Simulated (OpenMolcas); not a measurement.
**Cl³⁺: CASSCF and CASPT2 terms and fine-structure levels**

Which level of Cl³⁺ lies lowest, and where do the others fall? The reference wave functions come first, then spin-orbit coupling, then second-order correlation.

The numbers are computed with OpenMolcas 26.06 (state-averaged CASSCF and CASPT2, spin-orbit coupling by RASSI with atomic mean-field integrals), except any that are marked as measured or tabulated.

**1. The system**

```
Species                           : Cl³⁺ (chlorine, Z = 17, 14 electrons)
Basis                             : ANO-R2 [5s4p3d1f], 39 functions
Scalar Hamiltonian                : X2C, finite nucleus
Inactive shells                   : 1s 2s 2p
Active space                      : 4 electrons in 8 orbitals (3s 3p 4s 4p)
Some configurations of this space : 3p4, 3s 3p3, 3s2 3p2
Orbitals                          : optimised for each spin and parity, averaged over the low roots
```

Outer shells as boxes (Hund's rule):

3p4
```
3p [↑↓][↑ ][↑ ]
```

3s 3p3
```
3s [↑ ]
3p [↑ ][↑ ][↑ ]
```

3s2 3p2
```
3s [↑↓]
3p [↑ ][↑ ][  ]
```

Each step is its own input file, run in one work folder so that later steps find the files of earlier ones. Labels, J, g values, rates, χT and fits are worked out afterwards by a script from the matrices that RASSI stores.

**2. One- and two-electron integrals**

The input, a.inp:

```
&GATEWAY
Coord
1

Cl 0.0 0.0 0.0
Basis=ANO-R2
Group=XYZ
NoMove
AngMom=0.0 0.0 0.0
AMFI
&SEWARD
```

**3. A small preliminary run for start orbitals**

The input, a.inp:

```
&RASSCF
FileOrb=start.orb
Symmetry=1
Spin=3
nActEl=4 0 0
Inactive=2 3
Ras2=1 3
CIRoot=6 6 1
SDav=6
CIMx=300
Iter=120 100
PrWF=0.3
OrbListing=Nothing
MaxOrb=0
Atom
>>> COPY $Project.JobIph JOBPRE
```

**4. Reference wave functions, triplets of even parity, 3 roots**

The input, a.inp:

```
&RASSCF
FileOrb=start.orb
Symmetry=1
Spin=3
nActEl=4 0 0
Inactive=2 3
Ras2=2 6
CIRoot=3 3 1
SDav=186
CIMx=300
Iter=120 100
PrWF=0.3
OrbListing=Nothing
MaxOrb=0
Atom
>>> COPY $Project.JobIph JOB001
```

**5. CASSCF: singlets of even parity, 12 roots**

The input, a.inp:

```
&RASSCF
FileOrb=start.orb
Symmetry=1
Spin=1
nActEl=4 0 0
Inactive=2 3
Ras2=2 6
CIRoot=12 12 1
SDav=184
CIMx=300
Iter=120 100
PrWF=0.3
OrbListing=Nothing
MaxOrb=0
Atom
>>> COPY $Project.JobIph JOB002
```

**6. Reference wave functions, quintets of odd parity, 1 root**

The input, a.inp:

```
&RASSCF
FileOrb=start.orb
Symmetry=2
Spin=5
nActEl=4 0 0
Inactive=2 3
Ras2=2 6
CIRoot=1 1 1
SDav=40
CIMx=300
Iter=120 100
PrWF=0.3
OrbListing=Nothing
MaxOrb=0
Atom
>>> COPY $Project.JobIph JOB003
```

**7. Reference wave functions, triplets of odd parity, 9 roots**

The input, a.inp:

```
&RASSCF
FileOrb=start.orb
Symmetry=2
Spin=3
nActEl=4 0 0
Inactive=2 3
Ras2=2 6
CIRoot=9 9 1
SDav=192
CIMx=300
Iter=120 100
PrWF=0.3
OrbListing=Nothing
MaxOrb=0
Atom
>>> COPY $Project.JobIph JOB004
```

**8. Reference wave functions, singlets of odd parity, 8 roots**

The input, a.inp:

```
&RASSCF
FileOrb=start.orb
Symmetry=2
Spin=1
nActEl=4 0 0
Inactive=2 3
Ras2=2 6
CIRoot=8 8 1
SDav=152
CIMx=300
Iter=120 100
PrWF=0.3
OrbListing=Nothing
MaxOrb=0
Atom
>>> COPY $Project.JobIph JOB005
```

**9. State interaction with spin-orbit coupling**

The input, a.inp:

```
&RASSI
NrOfJobIphs=5 3 12 1 9 8
1 2 3
1 2 3 4 5 6 7 8 9 10 11 12
1
1 2 3 4 5 6 7 8 9
1 2 3 4 5 6 7 8
IphNames
JOB001
JOB002
JOB003
JOB004
JOB005
EJob
SpinOrbit
DIPRint=1.0
SOCoupling=1000.0
Subsets=2
MEES
Property=10
'ANGMOM' 1 'ANGMOM' 2 'ANGMOM' 3 'MLTPL  1' 1 'MLTPL  1' 2 'MLTPL  1' 3
'AMFI' 1 'AMFI' 2 'AMFI' 3 'MLTPL  2' 6
SOProperty=3
'ANGMOM' 1 'ANGMOM' 2 'ANGMOM' 3
```

**10. CASPT2: IPEA 0.25, imaginary shift 0.1 (closed shells correlated: 2s 2p)**

The input, a.inp:

```
>>> COPY JOB001 $Project.JobIph
&CASPT2
Multistate=3 1 2 3
Frozen=1 0
IPEA=0.25
Imaginary=0.1
MaxIter=60
WThr=0.0 0.3 0.05
PrWF=0.5
NoMix
>>> COPY JOB002 $Project.JobIph
&CASPT2
Multistate=12 1 2 3 4 5 6 7 8 9 10 11 12
Frozen=1 0
IPEA=0.25
Imaginary=0.1
MaxIter=60
WThr=0.0 0.3 0.05
PrWF=0.5
NoMix
>>> COPY JOB003 $Project.JobIph
&CASPT2
Multistate=1 1
Frozen=1 0
IPEA=0.25
Imaginary=0.1
MaxIter=60
WThr=0.0 0.3 0.05
PrWF=0.5
NoMix
>>> COPY JOB004 $Project.JobIph
&CASPT2
Multistate=9 1 2 3 4 5 6 7 8 9
Frozen=1 0
IPEA=0.25
Imaginary=0.1
MaxIter=60
WThr=0.0 0.3 0.05
PrWF=0.5
NoMix
>>> COPY JOB005 $Project.JobIph
&CASPT2
Multistate=8 1 2 3 4 5 6 7 8
Frozen=1 0
IPEA=0.25
Imaginary=0.1
MaxIter=60
WThr=0.0 0.3 0.05
PrWF=0.5
NoMix
```

(Steps that only read results are left out.)

What does the calculation give? Wanted: lowest level; first excited level; lowest level of another term; spin-orbit lowering of the lowest level; strongest of the lines computed, by gA, at CASSCF energies.

**Answer**, as computed:

| quantity | value |
| --- | --- |
| method | SS-CASPT2, IPEA 0.25, imaginary shift 0.1 (closed shells correlated: 2s 2p) |
| lowest level | 3s2 3p2 3P0, 100 % of that term |
| ground level listed by NIST | 3P0 |
| first excited level | 3s2 3p2 3P1 at 439 cm-1 |
| lowest level of another term | 3s2 3p2 1D2 at 14030 cm-1 |
| spin-orbit lowering of the lowest level | 837 cm-1 |
| strongest of the lines computed, by gA, at CASSCF energies | 3s 3p3 1D* 2 → 3s2 3p2 1D2, 64.07 nm, A = 1.29e+10 s⁻¹ |

Cost and accuracy by method:

```tsv
method	time of its own steps	time with the reference	mean absolute difference from the measured levels (cm-1)
A. CASSCF	20 s	20 s	5200
B. SS-CASPT2, IPEA 0.25, imaginary shift 0.1, +2s 2p	15 s	35 s	540
```

Times are of one thread on a shared host.

In words: The multiplet 3P is regular; its intervals divided by the larger J differ by 13 % of their mean, where Landé's rule for pure LS coupling makes them equal. Second-order correlation (method B) scales the levels of the lowest configuration above 5000 cm⁻¹ by 0.84 to 1.07. Method B lies closest to the measured levels (540 cm⁻¹ on average) and A farthest (5200). Only the configurations of the active space and the roots asked for are present. Not all states of the active space went into the spin-orbit step. CASPT2 does not keep the components of a term degenerate, and the means are used. Reference weights range from 0.83 to 0.98, which points to intruder states or a small active space for some roots. The levels of the extra active shells were not computed. No d shell is active. Only valence configurations of the active space appear, up to the ionisation limit; * or ° marks odd parity.
